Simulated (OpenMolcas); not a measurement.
**C2H5BO (SMILES B1CCO1): revPBE/def2-SVP**

We compute energy and forces of C2H5BO. 

The calculation is run with OpenMolcas 26.06.

### 1 Starting point

The species is C2H5BO (9 atoms), meant as a singlet with charge 0. As SMILES, `B1CCO1`. Geometry: relaxed at PBE0-D4/def2-TZVP.

Bond lengths: B1–C2 1.580 Å, C2–C3 1.533 Å, B1–O4 1.364 Å, C3–O4 1.455 Å, B1–H5 1.195 Å, C2–H6 1.091 Å, C2–H7 1.091 Å, C3–H8 1.092 Å, C3–H9 1.092 Å. Some angles: B1–C2–C3 80.2°, C2–B1–O4 95.4°, C2–C3–O4 93.7°, B1–O4–C3 90.7°, B1–C2–H6 117.4°, B1–C2–H7 117.4°, C3–C2–H6 115.4°, C3–C2–H7 115.4°, C2–B1–H5 139.9°, O4–B1–H5 124.7°.

### 2 Energy and gradient at revPBE/def2-SVP

test.inp reads:

```
* C2H5BO Kohn-Sham DFT
>>> EXPORT MOLCAS_PRINT=2

&GATEWAY
 BasLib
 $CurrDir
 Coord
 9
 bohr
 B     -0.76080374     0.57013037    -2.04468367
 C      0.95620142     1.16596102     0.32314317
 C     -0.18632700    -1.35984692     1.16728383
 O     -1.67202968    -1.66012440    -1.12665472
 H     -1.31713911     1.46038035    -4.04306904
 H      0.44654228     2.79490494     1.47814377
 H      2.99748358     1.16048081     0.03968425
 H     -1.43165651    -1.28747041     2.81040069
 H      1.13496951    -2.93191008     1.36343740
 Basis
 def2-SVP
 Group
 NoSym

&SEWARD
 GridInput
 Grid=UltraFine
 End of Grid

&SCF
 KSDFT
 revPBE
 Thresholds
 1e-10 1e-07 1e-07 1e-05
 PrOrbitals
 0

&ALASKA
```

The basis set def2-SVP is read from a file made from the Basis Set Exchange's data (not shown).

Started as:

```console
$ export MOLCAS_MEM=1860
$ pymolcas test.inp > test.log
```

What it wrote:

```text
--- Start Module: gateway ---
[...]
--- Stop Module: gateway /rc=_RC_ALL_IS_WELL_ ---
[...]
      Basis functions           81
[...]
--- Start Module: scf ---
[...]
       Convergence after  16 Iterations
[...]
::    Total KS-DFT energy                            -179.1130625318
[...]
      Total spin, S                                     0.0000000000
[...]
      Total electronic charge=   30.000000
      Total            charge=   -0.000000
[...]
      Dipole Moment (debye):
      Origin of the operator (angstrom)=   -0.2270   -0.2020   -0.1981
                   X=  9.8256E-01               Y=  3.1350E-01               Z=  1.3865E+00           Total=  1.7281E+00
      Quadrupole Moment (debye*angstrom):
[...]
--- Stop Module: scf /rc=_RC_ALL_IS_WELL_ ---
[...]
--- Start Module: alaska ---
[...]
 *              Molecular gradients               *
 **************************************************
  Irreducible representation: a
 ------------------------------------------------------------------------------------------
                              X                       Y                       Z
 ------------------------------------------------------------------------------------------
  B1               -2.56961709477854E-03   -5.81667466906666E-03    2.07527407979402E-03
  C2               -4.48549798303333E-04   -7.43017607321761E-04    8.25225475686864E-06
  C3               -1.49374531178936E-03   -2.98906531061416E-03    7.32240363295666E-04
  O4                1.18485520626681E-02    1.35235714053366E-02    5.63893983894381E-03
  H5                2.70379553164690E-03   -3.78013799280663E-03    9.08584904230736E-03
  H6                2.45878153349355E-03   -9.73787916141644E-03   -6.41393568713289E-03
  H7               -1.17908507854407E-02   -6.00984228865120E-04    1.61958409068441E-03
  H8                7.01416419582834E-03    3.43100642478972E-04   -1.05250239002657E-02
[...]
--- Stop Module: alaska /rc=_RC_ALL_IS_WELL_ ---
[...]
```

Run time: 36 s. Hardware: 1 thread of Arm Neoverse V2, shared host; peak memory 0.45 GiB.

### 3 Results

Level: revPBE/def2-SVP.

| quantity | value |
| --- | --- |
| total energy | -179.11306 Eh |
| dipole moment | 1.73 D |
| HOMO energy | -6.80 eV |
| LUMO energy | -0.84 eV |
| HOMO–LUMO gap | 5.96 eV |
| largest force on an atom | 0.969 eV/Å |

**Reading.** The largest force is 0.97 eV/Å: the shape isn't a stationary point for this species at this level.
